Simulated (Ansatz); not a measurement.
# AlF3H2Se: the cost of one run

The runs use Ansatz 0.2.0, Gaussian basis; the settings change from run to run.

## (1) The relaxed structure

The geometry comes from an earlier relaxation with PBE0-D4 in a triple-zeta def2 set; it is a stationary point, not always the lowest conformer.

7 atoms, charge 0, spin multiplicity 1.

Atoms are counted from 1 here; the program's logs count them from 0.

Bond lengths: F1–Al2 1.649 Å, Al2–F3 1.650 Å, Al2–F4 1.649 Å, Al2–Se5 2.593 Å, Se5–H6 1.470 Å, Se5–H7 1.470 Å. Angles: F1–Al2–F3 117.3°, F1–Al2–F4 118.5°, F1–Al2–Se5 98.1°, F3–Al2–F4 117.3°, F3–Al2–Se5 99.9°, F4–Al2–Se5 98.2°, Al2–Se5–H6 93.7°, Al2–Se5–H7 93.8°, H6–Se5–H7 91.6°.

As a file:

```mol
AlF3H2Se
  3D, bonds by distance, orders not assigned

  7  6  0  0  0  0  0  0  0  0999 V2000
    0.5669   -1.0650    1.8354 F   0  0
    0.2578   -1.0279    0.2161 Al  0  0
   -1.2903   -1.3334   -0.2673 F   0  0
    1.4703   -1.4318   -0.8258 F   0  0
    0.3292    1.5428   -0.1121 Se  0  0
   -0.9676    1.7586    0.5451 H   0  0
   -0.3050    1.4888   -1.4369 H   0  0
  1  2  8  0
  2  3  8  0
  2  4  8  0
  2  5  8  0
  5  6  8  0
  5  7  8  0
M  END
```

## (2) wB97M-V/def2-TZVPD

Set apart from the defaults: a grid of angular degree 23.

in.yaml

```yaml
crystal:
  periodic: [false, false, false]
  atoms:
    - {symbol: F, position_ang: [0.566921, -1.065045, 1.835366]}
    - {symbol: Al, position_ang: [0.257769, -1.027924, 0.216060]}
    - {symbol: F, position_ang: [-1.290263, -1.333428, -0.267271]}
    - {symbol: F, position_ang: [1.470339, -1.431794, -0.825820]}
    - {symbol: Se, position_ang: [0.329153, 1.542773, -0.112107]}
    - {symbol: H, position_ang: [-0.967632, 1.758635, 0.545097]}
    - {symbol: H, position_ang: [-0.304986, 1.488784, -1.436926]}
basis:
  gaussian: {orbitals: def2-TZVPD, final_grid: {core_spheres: 8, valence_spheres: 7, degree: 23}}
hamiltonian: {xc: {name: wB97M-V}}
output: {forces: true}
```

Run with:

```sh
$ ansatz run in.yaml --threads 4 --pin off --events-out ev --progress --plain --max-ram 10444MiB
```

What time and memory should one allow on 4 threads of Arm Neoverse V1, shared host?

About 7.5 s, with a peak of 0.92 GiB.
